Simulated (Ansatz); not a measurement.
**C₂H₇Ga: up Jacob's ladder to CCSD(T)**

The task here is to estimate one member of a computed series from the others.

Computed with Ansatz 0.2.0, Gaussian basis. Level: functionals in def2-TZVPP, the program's frozen cores in correlated methods.

Levels to be run: LDA (SPW92), PBE-D4, revPBE-D4, BLYP-D4, r2SCAN-D4, B97M-V, PBE0-D4, B3LYP-D4, r2SCANh-D4, r2SCAN0-D4, HSE06-D4, BHLYP-D4, CAM-B3LYP-D4, LC-ωPBE, ωB97X-V, ωB97M-V, B2PLYP, PBE-QIDH; CCSD(T)/def2-SVP; CCSD(T)/def2-TZVPP; MP2/def2-QZVPP; extrapolation to the limit; RPA on PBE.

## The geometry

An earlier PBE0-D4 in a triple-zeta def2 set relaxation fixed the geometry.

SMILES `[CH3][GaH][CH3]`, 10 atoms, charge 0, spin multiplicity 1.

Atoms are counted from 1 here; the program's logs count them from 0.

Bond lengths: C1–Ga2 1.971 Å, C1–H4 1.096 Å, C1–H5 1.091 Å, C1–H6 1.092 Å, Ga2–C3 1.971 Å, Ga2–H7 1.579 Å, C3–H8 1.096 Å, C3–H9 1.091 Å, C3–H10 1.092 Å. Angles: Ga2–C1–H4 109.0°, Ga2–C1–H5 112.5°, Ga2–C1–H6 111.5°, H4–C1–H5 107.5°, H4–C1–H6 107.0°, H5–C1–H6 109.1°, C1–Ga2–C3 120.1°, C1–Ga2–H7 120.0°, C3–Ga2–H7 119.9°, Ga2–C3–H8 109.0°, Ga2–C3–H9 112.5°, Ga2–C3–H10 111.5°, H8–C3–H9 107.5°, H8–C3–H10 107.0°, H9–C3–H10 109.1°.

Set-up of the first run:

The input, in.yaml:

```yaml
crystal:
  periodic: [false, false, false]
  atoms:
    - {symbol: C, position_ang: [-1.063383, 1.142753, -0.711789]}
    - {symbol: Ga, position_ang: [0.649008, 0.266056, -0.281327]}
    - {symbol: C, position_ang: [0.681470, -1.321505, 0.886921]}
    - {symbol: H, position_ang: [-1.533713, 0.614170, -1.548185]}
    - {symbol: H, position_ang: [-0.935350, 2.183837, -1.011547]}
    - {symbol: H, position_ang: [-1.759657, 1.095169, 0.128551]}
    - {symbol: H, position_ang: [1.997303, 0.836514, -0.872637]}
    - {symbol: H, position_ang: [0.687713, -0.993962, 1.932336]}
    - {symbol: H, position_ang: [1.569277, -1.935933, 0.730519]}
    - {symbol: H, position_ang: [-0.209570, -1.938300, 0.750059]}
basis:
  gaussian: {orbitals: def2-TZVPP}
hamiltonian: {xc: lda}
output: {orbitals: {seedname: orbitals}}
```

Among the steps run: LDA; PBE-D4 (GGA); revPBE-D4 (GGA); BLYP-D4 (GGA); r2SCAN-D4 (meta-GGA); B97M-V (meta-GGA); PBE0-D4 (hybrid); B3LYP-D4 (hybrid); r2SCANh-D4 (hybrid); r2SCAN0-D4 (hybrid); HSE06-D4 (hybrid); BHLYP-D4 (hybrid); CAM-B3LYP-D4 (range-separated); LC-ωPBE-D4 (range-separated; the results give it without D4); ωB97X-V (range-separated); ωB97M-V (range-separated); B2PLYP (double hybrid); PBE-QIDH (double hybrid).

One table of the session follows, with a row left open; its other results are not shown here.

It belongs to the step «Frontier levels by functional». 

| functional | HOMO (eV) | gap (eV) |
| --- | --- | --- |
| LDA (SPW92) | -6.60 | 4.58 |
| PBE-D4 | -6.44 | 4.68 |
| revPBE-D4 | -6.38 | 4.74 |
| BLYP-D4 | -6.30 | 4.56 |
| r2SCAN-D4 | -6.69 | 5.23 |
| B97M-V | -6.75 | 5.06 |
| PBE0-D4 | -7.66 | 6.71 |
| B3LYP-D4 | -7.43 | 6.18 |
| r2SCANh-D4 | -7.14 | 5.96 |
| r2SCAN0-D4 | -7.83 | 7.05 |
| HSE06-D4 | -7.26 | 5.94 |
| BHLYP-D4 | ? | ? |
| CAM-B3LYP-D4 | -9.01 | 8.92 |
| LC-ωPBE | -10.39 | 11.53 |
| ωB97X-V | -10.01 | 10.97 |
| ωB97M-V | -9.87 | 10.58 |

Q: Estimate the row for BHLYP-D4 from the others.

Worked estimate for «HOMO (eV)». Against the share of exact exchange, BLYP-D4 (0, -6.30), B3LYP-D4 (0.2, -7.43) give a slope of -5.65 per unit share; at 0.5 the line stands at -9.12.

The run gave: HOMO (eV): -8.77; gap (eV): 8.54. In «HOMO (eV)» the line misses by -0.35.
